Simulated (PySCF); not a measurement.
**Ga⁻: electron affinity in aug-cc-pVQZ-PP with ECP10**

Wanted: the electron affinity of gallium, up a ladder of methods.

Method: unrestricted determinants in a Gaussian basis, no spin-orbit coupling in the energies. Code: PySCF 2.14.0.

**1. The atom as given**

* Element: gallium (Z = 31)
* Basis: aug-cc-pVQZ-PP with ECP10MDF (7s6p5d3f2g, 89 functions)
* Hamiltonian: a scalar-relativistic core potential
* State 1: Ga⁻: [Ar] 3d10 4s2 4p2, high-spin 3P determinant
* Needed too, but not shown: Ga [Ar] 3d10 4s2 4p1 (2P)
* Methods: UHF, LDA, PBE, PBE0, r2SCAN, LC-wPBE, BLYP, CAM-B3LYP, B97-3, MP2
* Core shells frozen in the correlated runs: valence: 3s2 3p6 3d10 (for Ga⁻)

The outer shells:

Ga- [Ar] 3d10 4s2 4p2
```
[Ar] core
3d [↑↓][↑↓][↑↓][↑↓][↑↓]
4s [↑↓]
4p [↑ ][↑ ][  ]
```

One driver process ran all states and methods and kept the integrals in memory. Each run is shown as a PySCF script that sums up its settings (the driver passes frozen orbitals as a list and adds second-order terms of double hybrids); the logs are those of the runs themselves. The driver starts from symmetry-adapted Hartree-Fock orbitals, holds the occupation by maximum overlap and uses a logarithmic radial grid for functionals, so a plain start would take other cycles.

The integrals over 89 functions and the set-up took 2.6 s of CPU time.

**2. Ga⁻: the ladder of methods**

#### UHF

Contents of input.py:

```python
from pyscf import gto, scf, dft, mp, cc
import basis_set_exchange as bse
txt = bse.get_basis("aug-cc-pVQZ-PP", elements=["Ga"], fmt="nwchem", header=False)
cut = txt.index("\nECP")
mol = gto.M(atom="Ga 0 0 0", charge=-1, spin=2, symmetry="D2h",
            basis=gto.basis.parse(txt[:cut]),
            ecp={"Ga": gto.basis.parse_ecp(txt[cut:])})
mf = scf.UHF(mol)
mf.irrep_nelec = {'Ag': (4, 4), 'B1g': (1, 1), 'B2g': (1, 1), 'B3g': (1, 1), 'B1u': (2, 1), 'B2u': (2, 1), 'B3u': (1, 1)}
mf.kernel()
```

#### LDA

Changes to input.py:

```diff
@@ -7,3 +7,3 @@
             ecp={"Ga": gto.basis.parse_ecp(txt[cut:])})
-mf = scf.UHF(mol)
+mf = dft.UKS(mol, xc="LDA,VWN")
 mf.irrep_nelec = {'Ag': (4, 4), 'B1g': (1, 1), 'B2g': (1, 1), 'B3g': (1, 1), 'B1u': (2, 1), 'B2u': (2, 1), 'B3u': (1, 1)}
```

#### PBE

Changes to input.py:

```diff
@@ -7,3 +7,3 @@
             ecp={"Ga": gto.basis.parse_ecp(txt[cut:])})
-mf = dft.UKS(mol, xc="LDA,VWN")
+mf = dft.UKS(mol, xc="PBE")
 mf.irrep_nelec = {'Ag': (4, 4), 'B1g': (1, 1), 'B2g': (1, 1), 'B3g': (1, 1), 'B1u': (2, 1), 'B2u': (2, 1), 'B3u': (1, 1)}
```

#### PBE0

Changes to input.py:

```diff
@@ -7,3 +7,3 @@
             ecp={"Ga": gto.basis.parse_ecp(txt[cut:])})
-mf = dft.UKS(mol, xc="PBE")
+mf = dft.UKS(mol, xc="PBE0")
 mf.irrep_nelec = {'Ag': (4, 4), 'B1g': (1, 1), 'B2g': (1, 1), 'B3g': (1, 1), 'B1u': (2, 1), 'B2u': (2, 1), 'B3u': (1, 1)}
```

#### r2SCAN

Changes to input.py:

```diff
@@ -7,3 +7,3 @@
             ecp={"Ga": gto.basis.parse_ecp(txt[cut:])})
-mf = dft.UKS(mol, xc="PBE0")
+mf = dft.UKS(mol, xc="R2SCAN")
 mf.irrep_nelec = {'Ag': (4, 4), 'B1g': (1, 1), 'B2g': (1, 1), 'B3g': (1, 1), 'B1u': (2, 1), 'B2u': (2, 1), 'B3u': (1, 1)}
```

#### LC-wPBE

Changes to input.py:

```diff
@@ -7,3 +7,3 @@
             ecp={"Ga": gto.basis.parse_ecp(txt[cut:])})
-mf = dft.UKS(mol, xc="R2SCAN")
+mf = dft.UKS(mol, xc="LC_WPBE")
 mf.irrep_nelec = {'Ag': (4, 4), 'B1g': (1, 1), 'B2g': (1, 1), 'B3g': (1, 1), 'B1u': (2, 1), 'B2u': (2, 1), 'B3u': (1, 1)}
```

#### BLYP

Changes to input.py:

```diff
@@ -7,3 +7,3 @@
             ecp={"Ga": gto.basis.parse_ecp(txt[cut:])})
-mf = dft.UKS(mol, xc="LC_WPBE")
+mf = dft.UKS(mol, xc="BLYP")
 mf.irrep_nelec = {'Ag': (4, 4), 'B1g': (1, 1), 'B2g': (1, 1), 'B3g': (1, 1), 'B1u': (2, 1), 'B2u': (2, 1), 'B3u': (1, 1)}
```

#### CAM-B3LYP

Changes to input.py:

```diff
@@ -7,3 +7,3 @@
             ecp={"Ga": gto.basis.parse_ecp(txt[cut:])})
-mf = dft.UKS(mol, xc="BLYP")
+mf = dft.UKS(mol, xc="CAMB3LYP")
 mf.irrep_nelec = {'Ag': (4, 4), 'B1g': (1, 1), 'B2g': (1, 1), 'B3g': (1, 1), 'B1u': (2, 1), 'B2u': (2, 1), 'B3u': (1, 1)}
```

#### B97-3

Changes to input.py:

```diff
@@ -7,3 +7,3 @@
             ecp={"Ga": gto.basis.parse_ecp(txt[cut:])})
-mf = dft.UKS(mol, xc="CAMB3LYP")
+mf = dft.UKS(mol, xc="HYB_GGA_XC_B97_3")
 mf.irrep_nelec = {'Ag': (4, 4), 'B1g': (1, 1), 'B2g': (1, 1), 'B3g': (1, 1), 'B1u': (2, 1), 'B2u': (2, 1), 'B3u': (1, 1)}
```

**3. Ga⁻, continued**

#### MP2 (valence)

Changes to input.py since step 2:

```diff
@@ -7,4 +7,5 @@
             ecp={"Ga": gto.basis.parse_ecp(txt[cut:])})
-mf = dft.UKS(mol, xc="HYB_GGA_XC_B97_3")
+mf = scf.UHF(mol)
 mf.irrep_nelec = {'Ag': (4, 4), 'B1g': (1, 1), 'B2g': (1, 1), 'B3g': (1, 1), 'B1u': (2, 1), 'B2u': (2, 1), 'B3u': (1, 1)}
 mf.kernel()
+mp.UMP2(mf, frozen=9).kernel()
```

Q: Predict the outcome of this session.

The runs gave:

| quantity | value |
| --- | --- |
| electron affinity, Ga | UHF -0.065, MP2 (valence) 0.266 eV |

The methods span 0.645 eV, from UHF (-0.065) to LDA (0.580). No reference value is at hand in this session. All values hold for this basis alone; no basis-set limit was taken.
